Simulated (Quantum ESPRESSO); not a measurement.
# GaC3 (P1) in Quantum ESPRESSO: reference runs

Reference runs on GaC3: the cell as given.

Program: Quantum ESPRESSO 7.5. These are calculated values, not measurements. Logs are shortened: lines on timing, memory, paths and dates and some standing lists are left out, and cuts for length are marked.

### Step 1. The structure

The typed cell holds 4 atoms: a = 3.319 Å, b = 3.319 Å, c = 3.319 Å, α = 90.00°, β = 90.00°, γ = 90.00°.

The cell comes from a database or a generator and needn't be the stable form of this composition.

### Step 2. Single point, PBE

pw.in reads:

```
&CONTROL
  calculation = 'scf'
  prefix = 'pwscf'
  outdir = './tmp'
  pseudo_dir = './pseudo'
  tprnfor = .true.
  tstress = .true.
  disk_io = 'nowf'
/
&SYSTEM
  ibrav = 0
  nat = 4
  ntyp = 2
  ecutwfc = 70
  ecutrho = 560
  nbnd = 19
  occupations = 'smearing'
  smearing = 'fd'
  degauss = 0.00367493
/
&ELECTRONS
  conv_thr = 8d-10
  electron_maxstep = 120
  mixing_beta = 0.5
/
ATOMIC_SPECIES
Ga    69.7230 Ga.pbe-dn-kjpaw_psl.1.0.0.UPF
C     12.0110 C.pbe-n-kjpaw_psl.1.0.0.UPF
CELL_PARAMETERS angstrom
   3.3189480000    0.0000000000    0.0000000000
   0.0000000000    3.3189480000    0.0000000000
   0.0000000000    0.0000000000    3.3189480000
ATOMIC_POSITIONS crystal
Ga     0.0071295400    0.1120727400    0.0102102700
C      0.0091442000    0.6196127100    0.4674257000
C      0.4821060300    0.8067659900    0.5226167600
C      0.5016202400    0.4615485600    0.9997472600
K_POINTS automatic
8 8 8 0 0 0
```

Potentials or basis: SSSP 1.3 efficiency PBE.

On the command line:

```console
> OMP_NUM_THREADS=1 pw.x -in pw.in > pw.out
```

pw.out:

```text
This program is part of the open-source Quantum ESPRESSO suite
     for quantum simulation of materials; please cite
         "P. Giannozzi et al., J. Phys.:Condens. Matter 21 395502 (2009);
         "P. Giannozzi et al., J. Phys.:Condens. Matter 29 465901 (2017);
         "P. Giannozzi et al., J. Chem. Phys. 152 154105 (2020);
     in publications or presentations arising from this work. More details at

     file Ga.pbe-dn-kjpaw_psl.1.0.0.UPF: wavefunction(s)  4S renormalized
     file C.pbe-n-kjpaw_psl.1.0.0.UPF: wavefunction(s)  2S 2P renormalized

     G-vector sticks info
     --------------------
     sticks:   dense  smooth     PW     G-vecs:    dense   smooth      PW
     Sum        1757     877    261                55179    19549    3239

     Using Slab Decomposition

     bravais-lattice index     =            0
     lattice parameter (alat)  =       6.2719  a.u.
     unit-cell volume          =     246.7164 (a.u.)^3
     number of atoms/cell      =            4
     number of atomic types    =            2
     number of electrons       =        25.00
     number of Kohn-Sham states=           19
     kinetic-energy cutoff     =      70.0000  Ry
     charge density cutoff     =     560.0000  Ry
     scf convergence threshold =      8.0E-10
     mixing beta               =       0.5000
     number of iterations used =            8  plain     mixing
     Exchange-correlation= SLA  PW   PBX  PBC
                           (   1   4   3   4   0   0   0)

     celldm(1)=   6.271903  celldm(2)=   0.000000  celldm(3)=   0.000000
     celldm(4)=   0.000000  celldm(5)=   0.000000  celldm(6)=   0.000000

     crystal axes: (cart. coord. in units of alat)
               a(1) = (   1.000000   0.000000   0.000000 )
               a(2) = (   0.000000   1.000000   0.000000 )
               a(3) = (   0.000000   0.000000   1.000000 )

     reciprocal axes: (cart. coord. in units 2 pi/alat)
               b(1) = (  1.000000  0.000000  0.000000 )
               b(2) = (  0.000000  1.000000  0.000000 )
               b(3) = (  0.000000  0.000000  1.000000 )

     PseudoPot. # 1 for Ga read from file:
     Ga.pbe-dn-kjpaw_psl.1.0.0.UPF
     Pseudo is Projector augmented-wave + core cor, Zval = 13.0
     Generated using "atomic" code by A. Dal Corso  v.5.1
     Shape of augmentation charge: PSQ
     Using radial grid of 1205 points,  6 beta functions with:
                l(1) =   0
                l(2) =   0
                l(3) =   1
                l(4) =   1
                l(5) =   2
                l(6) =   2
     Q(r) pseudized with 0 coefficients

     PseudoPot. # 2 for C  read from file:
     C.pbe-n-kjpaw_psl.1.0.0.UPF
     Pseudo is Projector augmented-wave + core cor, Zval =  4.0
     Generated using "atomic" code by A. Dal Corso  v.5.1
     Shape of augmentation charge: PSQ
     Using radial grid of 1073 points,  4 beta functions with:
                l(1) =   0
                l(2) =   0
                l(3) =   1
                l(4) =   1
     Q(r) pseudized with 0 coefficients

     atomic species   valence    mass     pseudopotential
     Ga               13.00    69.72300     Ga( 1.00)
     C                 4.00    12.01100     C ( 1.00)

     No symmetry found

   Cartesian axes

     site n.     atom                  positions (alat units)
         1        Ga     tau(   1) = (   0.0071295   0.1120727   0.0102103  )
         2        C      tau(   2) = (   0.0091442   0.6196127   0.4674257  )
         3        C      tau(   3) = (   0.4821060   0.8067660   0.5226168  )
         4        C      tau(   4) = (   0.5016202   0.4615486   0.9997473  )

     number of k points=   260  Fermi-Dirac smearing, width (Ry)=  0.0037

     Number of k-points >= 100: set verbosity='high' to print them.

     Dense  grid:    55179 G-vectors     FFT dimensions: (  48,  48,  48)

     Smooth grid:    19549 G-vectors     FFT dimensions: (  36,  36,  36)

     Check: negative core charge=   -0.000002

     Initial potential from superposition of free atoms

     starting charge      24.9969, renormalised to      25.0000
     Starting wfcs are   21 randomized atomic wfcs

     Self-consistent Calculation

     iteration #  1     ecut=    70.00 Ry     beta= 0.50
     Davidson diagonalization with overlap
     ethr =  1.00E-02,  avg # of iterations =  2.3

     Threshold (ethr) on eigenvalues was too large:
     Diagonalizing with lowered threshold

     Davidson diagonalization with overlap
     ethr =  6.67E-04,  avg # of iterations =  5.8

     total energy              =    -332.44252705 Ry
     estimated scf accuracy    <       0.15611377 Ry

     iteration #  2     ecut=    70.00 Ry     beta= 0.50
     Davidson diagonalization with overlap
     ethr =  6.24E-04,  avg # of iterations =  2.5

     total energy              =    -332.47461564 Ry
     estimated scf accuracy    <       0.03510334 Ry

     iteration #  3     ecut=    70.00 Ry     beta= 0.50
     Davidson diagonalization with overlap
     ethr =  1.40E-04,  avg # of iterations =  5.4

     total energy              =    -332.48851650 Ry
     estimated scf accuracy    <       0.01936947 Ry

     iteration #  4     ecut=    70.00 Ry     beta= 0.50
     Davidson diagonalization with overlap
     ethr =  7.75E-05,  avg # of iterations =  2.1

     total energy              =    -332.49176580 Ry
     estimated scf accuracy    <       0.00310456 Ry

     iteration #  5     ecut=    70.00 Ry     beta= 0.50
     Davidson diagonalization with overlap
     ethr =  1.24E-05,  avg # of iterations =  5.9

     total energy              =    -332.49299798 Ry
     estimated scf accuracy    <       0.00057656 Ry

     iteration #  6     ecut=    70.00 Ry     beta= 0.50
     Davidson diagonalization with overlap
     ethr =  2.31E-06,  avg # of iterations =  5.7

     total energy              =    -332.49324593 Ry
     estimated scf accuracy    <       0.00022725 Ry

     iteration #  7     ecut=    70.00 Ry     beta= 0.50
     Davidson diagonalization with overlap
     ethr =  9.09E-07,  avg # of iterations =  2.6

     total energy              =    -332.49329316 Ry
     estimated scf accuracy    <       0.00000657 Ry

     iteration #  8     ecut=    70.00 Ry     beta= 0.50
     Davidson diagonalization with overlap
     c_bands:  1 eigenvalues not converged
     ethr =  2.63E-08,  avg # of iterations =  9.1

     total energy              =    -332.49331610 Ry
     estimated scf accuracy    <       0.00000130 Ry

     iteration #  9     ecut=    70.00 Ry     beta= 0.50
     Davidson diagonalization with overlap
     ethr =  5.20E-09,  avg # of iterations =  3.0

     total energy              =    -332.49331637 Ry
     estimated scf accuracy    <       0.00000020 Ry

     iteration # 10     ecut=    70.00 Ry     beta= 0.50
     Davidson diagonalization with overlap
     ethr =  8.17E-10,  avg # of iterations =  5.5

     total energy              =    -332.49331651 Ry
     estimated scf accuracy    <       0.00000021 Ry

     iteration # 11     ecut=    70.00 Ry     beta= 0.50
     Davidson diagonalization with overlap
     ethr =  8.17E-10,  avg # of iterations =  1.1

     total energy              =    -332.49331650 Ry
     estimated scf accuracy    <       0.00000015 Ry

     iteration # 12     ecut=    70.00 Ry     beta= 0.50
     Davidson diagonalization with overlap
     ethr =  5.85E-10,  avg # of iterations =  1.2

     total energy              =    -332.49331651 Ry
     estimated scf accuracy    <          1.4E-09 Ry

     iteration # 13     ecut=    70.00 Ry     beta= 0.50
     Davidson diagonalization with overlap
     ethr =  5.65E-12,  avg # of iterations = 10.8

     total energy              =    -332.49331651 Ry
     estimated scf accuracy    <          1.0E-08 Ry

     iteration # 14     ecut=    70.00 Ry     beta= 0.50
     Davidson diagonalization with overlap
     ethr =  5.65E-12,  avg # of iterations =  4.2

     End of self-consistent calculation

     Number of k-points >= 100: set verbosity='high' to print the bands.

     the Fermi energy is    11.1373 ev

!    total energy              =    -332.49331651 Ry
     total all-electron energy =     -4115.950270 Ry
     estimated scf accuracy    <          2.7E-11 Ry
     smearing contrib. (-TS)   =      -0.00114228 Ry
     internal energy E=F+TS    =    -332.49217424 Ry

     The total energy is F=E-TS. E is the sum of the following terms:
     one-electron contribution =     -79.53037333 Ry
     hartree contribution      =      63.88193806 Ry
     xc contribution           =     -51.59574053 Ry
     ewald contribution        =    -134.94475583 Ry
     one-center paw contrib.   =    -130.30324260 Ry

     convergence has been achieved in  14 iterations

     Forces acting on atoms (cartesian axes, Ry/au):

     atom    1 type  1   force =    -0.01501934    0.01108508   -0.00010789
     atom    2 type  2   force =     0.03695483    0.06346260   -0.01415648
     atom    3 type  2   force =    -0.02640550   -0.13251265    0.04983104
     atom    4 type  2   force =     0.00447001    0.05796497   -0.03556667

     Total force =     0.176994     Total SCF correction =     0.000007

     Computing stress (Cartesian axis) and pressure

          total   stress  (Ry/bohr**3)                   (kbar)     P=      -12.09
   0.00010253  -0.00001650   0.00006503           15.08       -2.43        9.57
  -0.00001650  -0.00007794   0.00047679           -2.43      -11.47       70.14
   0.00006503   0.00047679  -0.00027122            9.57       70.14      -39.90

=------------------------------------------------------------------------------=
   JOB DONE.
=------------------------------------------------------------------------------=
```

It took 2.3 min on 1 thread of AMD EPYC 9R45 (Zen 5), shared host; peak memory 0.43 GiB.

Results:

| Item | Value |
| --- | --- |
| Free energy | -4523.8020 eV |
| Pressure | -1.2 GPa |
| Largest force | 3.703 eV/Å |
| Band gap on the k mesh | none (metal or under the smearing width) |

Forces on the atoms (eV/Å):
```
Ga  -0.386  0.285 -0.003
C    0.950  1.632 -0.364
C   -0.679 -3.407  1.281
C    0.115  1.490 -0.914
```

Levels at points of the mesh, in eV from the Fermi level:
```csv
k point,band 10,band 11,band 12,band 13,band 14,band 15,band 16,band 17
"(0.00, 0.00, 0.00)",-4.72,-4.16,-0.91,0.02,1.69,2.52,4.78,5.67
"(0.00, 0.00, -0.50)",-3.21,-2.45,-2.17,-1.65,-0.64,1.51,3.97,6.47
"(0.00, -0.50, -0.50)",-5.31,-2.40,-1.05,-0.50,0.90,4.37,5.15,5.90
"(-0.50, -0.50, -0.50)",-6.45,-5.39,-4.52,-3.70,4.05,5.43,6.01,6.93
"(-0.50, 0.00, 0.00)",-3.79,-2.90,-2.01,-1.18,0.77,3.69,4.98,5.73
"(0.00, -0.50, 0.00)",-4.38,-1.71,-1.20,-0.81,0.25,1.37,2.91,6.55
"(-0.50, 0.00, 0.50)",-1.89,-1.74,-1.33,1.87,1.98,2.64,4.63,4.92
"(-0.50, 0.50, 0.00)",-3.11,-1.69,-0.97,0.07,0.30,2.62,3.29,5.70
```

Caveat: forces of over 1 eV/Å show positions far from the minimum, so gaps and moduli don't describe the material at rest.
